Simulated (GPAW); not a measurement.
# Ta4O (P4/mmm) in GPAW: a series of runs, part 2 of 2

GPAW 26.7.0.

## (3) Band structure, PBE

run.py reads:

```python
from ase import Atoms
from ase.dft.bandgap import bandgap
from ase.io import write
from ase.units import GPa
from gpaw import GPAW, PW

atoms = Atoms(['Ta', 'Ta', 'Ta', 'Ta', 'O'],
              cell=[[3.257497, 0.0, 0.0],
                    [0.0, 3.257497, 0.0],
                    [0.0, 0.0, 7.409341]],
              scaled_positions=[[0.0, 0.0, 0.0],
                                [0.5, 0.5, 0.216842],
                                [0.5, 0.5, 0.783158],
                                [0.0, 0.0, 0.5],
                                [0.5, 0.5, 0.5]],
              pbc=True)

calc = GPAW(mode=PW(800),
            xc='PBE',
            kpts={'size': (6, 6, 3), 'gamma': True},
            occupations={'name': 'fermi-dirac', 'width': 0.05},
            nbands=52,
            convergence={'density': 1e-05, 'energy': 1e-05},
            maxiter=150,
            txt='gpaw.txt')
atoms.calc = calc
energy = atoms.get_potential_energy()
forces = atoms.get_forces()
stress = atoms.get_stress()
calc.write('gs.gpw')
write('result.traj', atoms)
print(f'Energy: {energy:.6f} eV')
print('Forces (eV/A):')
print(forces.round(4))
print('Stress (GPa):', (stress / GPa).round(3))
print('Fermi level:', round(calc.get_fermi_level(), 4), 'eV')
print(f'Gap: {bandgap(calc)[0]:.4f} eV, direct: {bandgap(calc, direct=True)[0]:.4f} eV')

path = atoms.cell.bandpath('GXMGZRAZ,XR,MA', npoints=60, eps=1e-4)
bs_calc = calc.fixed_density(kpts=path, symmetry='off', nbands=73,
                             convergence={'bands': 'CBM+6.0', 'eigenstates': 1e-6}, txt='bands.txt')
bs = bs_calc.band_structure()
bs.write('bs.json')
print(f'Gap on the path: {bandgap(bs_calc)[0]:.4f} eV')
```

Potentials or basis: GPAW PAW data sets (gpaw-data 1.2.1), pw.

On the command line:

```sh
> OMP_NUM_THREADS=1 python run.py
```

gpaw.txt:

```text
__  _  _
 | _ |_)|_||  |
 |__||  | ||/\| - 26.7.0

Input parameters:
  mode=PW(ecut=800.0),
  convergence={'density': 1e-05, 'energy': 1e-05},
  kpts=MonkhorstPack(size=(6, 6, 3), gamma=True),
  maxiter=150,
  nbands=52,
  occupations=Occupations(name='fermi-dirac', width=0.05),
  xc=XC(name='PBE')

Diagonalizing LCAO Hamiltonian
Converting LCAO to pw mode
   .-------.
  /|       |
 * |       |
 | |  Ta   |
 | |       |
 | |  O    |
 Ta|       |
 | |       |
 | |  Ta   |
 | .-------.
 |/       /
 Ta------*

Atoms  # Å, Bohr magnetons
|   | symbol |        x |        y |        z |    initial magnetic moments |
|---|--------|----------|----------|----------|-----------------------------|
| 0 |     Ta | 0.000000 | 0.000000 | 0.000000 | ( 0.0000,  0.0000,  0.0000) |
| 1 |     Ta | 1.628748 | 1.628748 | 1.606656 | ( 0.0000,  0.0000,  0.0000) |
| 2 |     Ta | 1.628748 | 1.628748 | 5.802685 | ( 0.0000,  0.0000,  0.0000) |
| 3 |     Ta | 0.000000 | 0.000000 | 3.704671 | ( 0.0000,  0.0000,  0.0000) |
| 4 |      O | 1.628748 | 1.628748 | 3.704671 | ( 0.0000,  0.0000,  0.0000) |

Unit cell  # Å
| periodic |        x |        y |        z |  lengths |    angles |
|----------|----------|----------|----------|----------|-----------|
|      yes | 3.257497 | 0.000000 | 0.000000 | 3.257497 | 90.000000 |
|      yes | 0.000000 | 3.257497 | 0.000000 | 3.257497 | 90.000000 |
|      yes | 0.000000 | 0.000000 | 7.409341 | 7.409341 | 90.000000 |

Number of symmetries: 16
Symmetry operations  # r_c * U_cc + t_c -> r_c
|    | kind |            matrix            |
|----|------|------------------------------|
|  0 |  E   |  1, 0, 0,  0, 1, 0,  0, 0, 1 |
|  1 |  σ   |  1, 0, 0,  0, 1, 0,  0, 0,-1 |
|  2 |  σ   |  1, 0, 0,  0,-1, 0,  0, 0, 1 |
|  3 |  C2  |  1, 0, 0,  0,-1, 0,  0, 0,-1 |
|  4 |  σ   |  0, 1, 0,  1, 0, 0,  0, 0, 1 |
|  5 |  C2  |  0, 1, 0,  1, 0, 0,  0, 0,-1 |
|  6 |  C4  |  0, 1, 0, -1, 0, 0,  0, 0, 1 |
|  7 |  S4  |  0, 1, 0, -1, 0, 0,  0, 0,-1 |
|  8 |  C4  |  0,-1, 0,  1, 0, 0,  0, 0, 1 |
|  9 |  S4  |  0,-1, 0,  1, 0, 0,  0, 0,-1 |
| 10 |  σ   |  0,-1, 0, -1, 0, 0,  0, 0, 1 |
| 11 |  C2  |  0,-1, 0, -1, 0, 0,  0, 0,-1 |
| 12 |  σ   | -1, 0, 0,  0, 1, 0,  0, 0, 1 |
| 13 |  C2  | -1, 0, 0,  0, 1, 0,  0, 0,-1 |
| 14 |  C2  | -1, 0, 0,  0,-1, 0,  0, 0, 1 |
| 15 |  i   | -1, 0, 0,  0,-1, 0,  0, 0,-1 |

BZ-sampling:
  Number of BZ points: 108
  Number of IBZ points: 20

  Monkhorst-Pack size: [6, 6, 3]
  Monkhorst-Pack shift: [0.08333333333333333, 0.08333333333333333, 0.0]

K-points  # in reciprocal-cell coordinates
[... 79 lines left out ...]
    |------|--------|-------------|----------|
    |   2s |  2.000 |     -23.961 |    0.688 |
    |   2p |  4.000 |      -9.029 |    0.598 |
    |    s |        |       3.251 |    0.688 |
    |    p |        |      18.182 |    0.598 |
    |    d |        |       0.000 |    0.619 |

    Using partial waves for O as LCAO basis

Reference energy: -1698730.617905  # eV

eigensolver:
  PPCG
  Converge bands: occupied
  niter=2

density mixing:
  MSR1-Mixer
  Pratt-step length: 0.05
  Maximum mixing coefficient: 0.75
  Old densities: 10
  SVD Regularization: 0.005
  Good broyden scale: 1.0
  Trust region scale: 1.0
  Backstep threshold: 4.0
  History deletion threshold: 6.0
  Fourier metric: weight=20.0, sigma=0.015

occupation numbers:
  Fermi-Dirac:
    width: 0.0500  # eV

poisson solver:
  ecut: 6400.0  # eV

xc functional:
  name: PBE with 2 nearest neighbor stencil

convergence criteria:
- Maximum integral of absolute [dens]ity change: 1e-05 electrons / valence electron
- Maximum [total energy] change in last 3 cyles: 1e-05 eV / valence electron
- Maximum integral of absolute [eigenst]ate change: 4e-08 eV^2 / valence electron
maximum number of iterations: 150

SCF iterations
|iter     | |      energy | eigst |  dens |
|---------|-|-------------|-------|-------|
|iter:   1| |  -50.443730 | +0.17 |       |
|iter:   2| |  -48.839189 | -1.96 | -1.09 |
|iter:   3| |  -47.674964 | -1.66 | -1.20 |
|iter:   4| |  -47.565952 | -2.30 | -1.48 |
|iter:   5| |  -47.543905 | -2.50 | -1.71 |
|iter:   6| |  -47.542232 | -3.27 | -1.96 |
|iter:   7| |  -47.547597 | -3.81 | -2.34 |
|iter:   8| |  -47.547911 | -5.27 | -3.32 |
|iter:   9| |  -47.547728c| -6.40 | -3.65 |
|iter:  10| |  -47.547782c| -7.29 | -4.01 |
|iter:  11| |  -47.547778c| -7.45c| -4.67 |
|iter:  12| |  -47.547779c| -8.08c| -5.39c|

Converged in 12 steps
Energy contributions relative to reference atoms: (reference = -1698730.617905)

Energy contributions:
  Kinetic:          35.247671
  Coulomb:         -38.200597
  Zero:             -0.746490
  External:          0.000000
  Xc:              -43.838238
  Entropy:          -0.020250
  Spinorbit:         0.000000
  ----------------------------
  Free energy:     -47.557904
  Extrapolated:    -47.547779

dipole moment: (-23.350693, -23.350693, -26.603949)  # |e|*Ang

Fermi level: 12.360
Eigenvalues  # (at kpt = [0.000, 0.000, 0.000])
| band index |      eig [eV] | occ [0-2] |
|------------|---------------|-----------|
|          0 |       -56.416 |     2.000 |
|        ... |               |           |
|         21 |         8.000 |     2.000 |
|         22 |         8.149 |     2.000 |
|         23 |         8.201 |     2.000 |
|         24 |         9.774 |     2.000 |
|         25 |        10.770 |     2.000 |
|         26 |        11.917 |     2.000 |
[... 8 lines left out ...]
|         35 |        14.007 |     0.000 |
|         36 |        14.754 |     0.000 |
|        ... |               |           |
|         51 |        29.236 |     0.000 |

No gap
No difference between direct/indirect transitions

Forces  # eV/Ang
|        x |        y |        z |
|----------|----------|----------|
| -0.00000 | -0.00000 |  0.00000 |  # Ta   0
|  0.00000 |  0.00000 |  0.08949 |  # Ta   1
|  0.00000 |  0.00000 | -0.08949 |  # Ta   2
| -0.00000 | -0.00000 |  0.00000 |  # Ta   3
|  0.00000 |  0.00000 |  0.00000 |  # O    4

Stress tensor  # eV/Ang^3
|        x |        y |        z |
|----------|----------|----------|
| 0.003153 | 0.000000 | 0.000000 |
| 0.000000 | 0.003153 | 0.000000 |
| 0.000000 | 0.000000 | 0.004365 |

# Writing to gs.gpw (mode='')
```

bands.txt:

```text
Diagonalizing LCAO Hamiltonian
Converting LCAO to pw mode
convergence criteria:
- Maximum integral of absolute [eigenst]ate change: 1e-06 eV^2 / valence electron
maximum number of iterations: 150

SCF iterations
|iter     | |      energy | eigst |  dens |
|---------|-|-------------|-------|-------|
|iter:   1| |             | +0.84 |       |
[... 65 lines left out ...]
         [0.        , 0.5       , 0.        ],
         [0.        , 0.5       , 0.16666667],
         [0.        , 0.5       , 0.33333333],
         [0.        , 0.5       , 0.5       ],
         [0.5       , 0.5       , 0.        ],
         [0.5       , 0.5       , 0.16666667],
         [0.5       , 0.5       , 0.33333333],
         [0.5       , 0.5       , 0.5       ]])),
  maxiter=150,
  nbands=73,
  occupations=Occupations(name='fermi-dirac', width=0.05),
  symmetry=Symmetry(point_group=False, time_reversal=False),
  xc=XC(name='PBE')
```

It took 3.6 min on 1 thread of Arm Neoverse V2, shared host; peak memory 0.68 GiB.

What came out:

```
Free energy             : -47.5579 eV
Pressure                : -0.6 GPa
Largest force           : 0.089 eV/Å
Band gap along the path : none (metal or under the smearing width)
```

Forces on the atoms (eV/Å):
```
Ta   0.000  0.000  0.000
Ta   0.000  0.000  0.089
Ta   0.000  0.000 -0.089
Ta   0.000  0.000  0.000
O    0.000  0.000  0.000
```

Levels at the corners of the path, in eV from the Fermi level:
```csv
point,band 27,band 28,band 29,band 30,band 31,band 32
Γ,-0.44,-0.44,-0.16,0.53,1.00,1.00
X,-0.94,-0.68,0.21,0.86,0.97,1.25
M,-1.53,-0.69,-0.69,1.71,2.38,2.72
Γ,-0.44,-0.44,-0.16,0.53,1.00,1.00
Z,-0.51,-0.51,0.22,0.65,0.65,0.86
R,-1.04,-0.65,-0.44,1.08,1.26,1.52
A,-1.73,-0.02,-0.02,1.70,1.90,1.90
Z,-0.51,-0.51,0.22,0.65,0.65,0.86
X,-0.94,-0.68,0.21,0.86,0.97,1.25
R,-1.04,-0.65,-0.44,1.08,1.26,1.52
M,-1.53,-0.69,-0.69,1.71,2.38,2.72
A,-1.73,-0.02,-0.02,1.70,1.90,1.90
```

Caveat: spin-orbit coupling is left out, which moves the levels of the heavy elements.

## (4) Equation of state, PBE

run.py reads:

```python
from ase import Atoms
from ase.eos import EquationOfState
from ase.io import Trajectory
from ase.units import GPa
from gpaw import GPAW, PW

atoms = Atoms(['Ta', 'Ta', 'Ta', 'Ta', 'O'],
              cell=[[3.257497, 0.0, 0.0],
                    [0.0, 3.257497, 0.0],
                    [0.0, 0.0, 7.409341]],
              scaled_positions=[[0.0, 0.0, 0.0],
                                [0.5, 0.5, 0.216842],
                                [0.5, 0.5, 0.783158],
                                [0.0, 0.0, 0.5],
                                [0.5, 0.5, 0.5]],
              pbc=True)

traj = Trajectory('eos.traj', 'w')
volumes, energies = [], []
for x in [0.94, 0.96, 0.98, 1.0, 1.02, 1.04, 1.06]:
    a = atoms.copy()
    a.set_cell(atoms.cell * x**(1 / 3), scale_atoms=True)
    calc = GPAW(mode=PW(800),
                xc='PBE',
                kpts={'size': (6, 6, 3), 'gamma': True},
                occupations={'name': 'fermi-dirac', 'width': 0.05},
                nbands=52,
                convergence={'density': 1e-05, 'energy': 1e-05},
                maxiter=150,
                txt=f'eos-{x:.2f}.txt')
    a.calc = calc
    energies.append(a.get_potential_energy(force_consistent=True))
    volumes.append(a.get_volume())
    p = -a.get_stress()[:3].mean() / GPa
    calc.write(f'eos-{x:.2f}.gpw')
    traj.write(a)
    print(f'{x:.2f} {volumes[-1]:10.4f} A^3 {energies[-1]:14.6f} eV {p:9.3f} GPa', flush=True)

v0, e0, B = EquationOfState(volumes, energies, eos='birchmurnaghan').fit()
print(f'V0 = {v0:.4f} A^3, E0 = {e0:.6f} eV, B0 = {B / GPa:.2f} GPa')
```

On the command line:

```sh
> OMP_NUM_THREADS=1 python run.py
```

Wall time 9.2 min (1 thread of Arm Neoverse V2, shared host); peak memory 0.55 GiB.

It converged, with:

* Equilibrium volume: 15.69 Å³/atom
* Bulk modulus at fixed shape and positions: 219 GPa
* Pressure derivative of the bulk modulus: 4.2

Energy against volume, from the lowest point:
```csv
volume (Å³/atom),energy (meV/atom)
14.781,39.60
15.096,16.26
15.410,3.38
15.725,0.00
16.039,5.18
16.354,18.04
16.668,37.76
```

Caveat: the cell was scaled at fixed shape and fractional positions, which overstates the stiffness of a crystal with free parameters, most of all of layers and chains. Spin-orbit coupling is left out, which matters for the levels of Ta.

## (5) Summary

| task | level | band path | band points | pressure (GPa) | largest force (eV/Å) |
| --- | --- | --- | --- | --- | --- |
| band structure | r2SCAN | GXMGZRAZ,XR,MA | 60 | -3.6 | 0.32 |
| band structure | PBE | GXMGZRAZ,XR,MA | 60 | -0.6 | 0.09 |
| equation of state | PBE | - | - | - | - |

Alike in all rows: potentials or basis GPAW PAW data sets (gpaw-data 1.2.1), pw; no spin polarisation; cell as given; k mesh 6 × 6 × 3; cutoff (eV) 800; smearing fermi-dirac 0.05 eV.

Caveats: spin-orbit coupling is left out, which moves the levels of the heavy elements (some runs); the PAW data sets were made with another functional, which shifts forces and pressure a little (some runs); the cell was scaled at fixed shape and fractional positions, which overstates the stiffness of a crystal with free parameters, most of all of layers and chains (some runs).

Absolute energies hang on the potentials; compare differences alone.
